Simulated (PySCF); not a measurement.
# H4N2Pb (Pb(NH2)2): the cost of one run

The runs use PySCF 2.14.0; B3LYP, Pb def2-SVP with ECP60, N def2-SVP, H def2-SVP; scalar-relativistic core potentials, no spin–orbit coupling.

1 further run of the same task is left out (for a known fault of the program).

## Step 1: The system as given

7 atoms, charge 0, spin multiplicity 1.

Bond lengths: Pb1–N2 2.161 Å, Pb1–N5 2.161 Å, N2–H3 1.019 Å, N2–H4 1.018 Å, N5–H6 1.018 Å, N5–H7 1.018 Å. Angles: N2–Pb1–N5 93.3°, Pb1–N2–H3 124.2°, Pb1–N2–H4 122.0°, H3–N2–H4 109.9°, Pb1–N5–H6 121.8°, Pb1–N5–H7 123.6°, H6–N5–H7 110.0°.

Coordinates:

```csv
atom,x (Å),y (Å),z (Å)
Pb1,0.06724,-1.37565,0.01235
N2,-0.26924,0.10587,1.54900
H3,-0.16576,1.10934,1.40828
H4,-0.18811,-0.11587,2.53926
N5,0.24753,0.10596,-1.55068
H6,0.17700,-0.14181,-2.53550
H7,0.01981,1.09011,-1.42270
```

Formal oxidation states: Pb +2. An earlier session relaxed this geometry at B3LYP, Pb def2-SVP with ECP60, N def2-SVP, H def2-SVP (singlet, point group C2).

Its energy there is -304.768091 Eh.

## Step 2: Multiplicity 3 at the relaxed geometry

Contents of run.py (the lines that set the calculation):

```python
mol = gto.M(atom='''
Pb     0.06724    -1.37565     0.01235
N     -0.26924     0.10587     1.54900
H     -0.16576     1.10934     1.40828
H     -0.18811    -0.11587     2.53926
N      0.24753     0.10596    -1.55068
H      0.17700    -0.14181    -2.53550
H      0.01981     1.09011    -1.42270''',
    basis={'Pb': 'def2-SVP', 'N': 'def2-SVP', 'H': 'def2-SVP'},
    ecp={'Pb': 'def2-SVP'},
    charge=0, spin=2)
mf = dft.UKS(mol, xc='B3LYP')
mf.grids.atom_grid = (50, 194)
mf = mf.density_fit()  # fitting sets: Pb def2-universal-JKFIT, N def2-universal-JKFIT, H def2-universal-JKFIT
mf.conv_tol = 1e-08; mf.max_cycle = 55
mf.kernel(dm0)  # dm0: free metal ions and neutral atoms
```

Launch:

```console
$ OMP_NUM_THREADS=2 python run.py
```

**Question.** How long does this run take on 2 threads of AMD EPYC (Zen 3), shared host?

About 6.2 s.
